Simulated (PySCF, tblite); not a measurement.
# C₇H₅N₂−: geometry, infrared bands and NMR shifts

Wanted: the infrared bands and NMR shifts of C₇H₅N₂− (`N#C[CH-]c1ccncc1`), by calculation.

The runs use tblite 0.8.0 and PySCF 2.14.0, with density-fitted response routines of our own; the level of theory stands in each step. All values are computed, except where a source is named. Atoms count from 0, in the outputs and in this text.

### Step 1. The molecule as given

14 atoms, charge -1, multiplicity 1; geometry from: force field or distance geometry start.

Bonds of the start (Å): N0–C1 1.17, C1–C2 1.44, C2–C3 1.47, C3–C4 1.40, C4–C5 1.39, C5–N6 1.35, N6–C7 1.34, C7–C8 1.40, C8–C3 1.36, C2–H9 1.06, C4–H10 1.08, C5–H11 1.08, C7–H12 1.10, C8–H13 1.09.

### Step 2. Optimising the geometry with GFN2-xTB

The job: settings as JSON, then the geometry in Å.

```
{"job": {"kind": "relax", "xc": "GFN2-xTB", "basis": "xTB"}, "charge": -1, "multiplicity": 1}
N      3.260900     0.296300     1.706100
C      2.611400     0.049100     0.759700
C      1.827000    -0.258400    -0.402800
C      0.371500    -0.110300    -0.240400
C     -0.402600    -1.180900     0.213700
C     -1.771500    -0.978400     0.346400
N     -2.362500     0.200800     0.077200
C     -1.593200     1.222200    -0.338800
C     -0.214500     1.092400    -0.511100
H      2.275600    -0.554100    -1.319800
H      0.064400    -2.136700     0.425000
H     -2.383400    -1.799900     0.691200
H     -2.038600     2.203100    -0.567300
H      0.354600     1.954400    -0.861300
```

Launch:

```
> OMP_NUM_THREADS=1 python probes_run.py task.json out
```

This one command runs all jobs of the session in turn.

**Question.** This job is followed by: GFN2-xTB harmonic vibrations, gas phase; GIAO PBE0/pcSseg-1 NMR shielding, non-relativistic, gas phase. What will the session give for the following? strongest single infrared mode (GFN2-xTB); zero-point energy (GFN2-xTB); 13C shifts against TMS (PBE0/pcSseg-1, means over atoms taken as alike); 1H shifts against TMS (PBE0/pcSseg-1, means over atoms taken as alike); 15N shifts against NH3 (PBE0/pcSseg-1).

As calculated:

```
                                                               quantity                                 value
                              strongest single infrared mode (GFN2-xTB)                 2295 cm⁻¹, 929 km/mol
                                           zero-point energy (GFN2-xTB)                         62.0 kcal/mol
13C shifts against TMS (PBE0/pcSseg-1, means over atoms taken as alike)  159.2, 151.9, 134.1, 114.3, 42.7 ppm
 1H shifts against TMS (PBE0/pcSseg-1, means over atoms taken as alike)                  7.43, 6.07, 2.72 ppm
                                 15N shifts against NH3 (PBE0/pcSseg-1)                      298.5, 284.5 ppm
```

What this shows: The optimisation took 76 steps and gained 1.657 eV; among the close pairs (by a distance rule), C2–C3 changed most, from 1.472 to 1.390 Å. All 36 modes are real, so the xTB geometry is a minimum. The strongest single mode, at 2295 cm⁻¹, moves mainly C1 and N0. Unscaled tight-binding wavenumbers are off by several per cent, some by more. Its intensities can rank the bands wrongly. At PBE0/pcSseg-1: The largest span, 533 ppm, is at N6, where the paramagnetic term is -352 ppm.
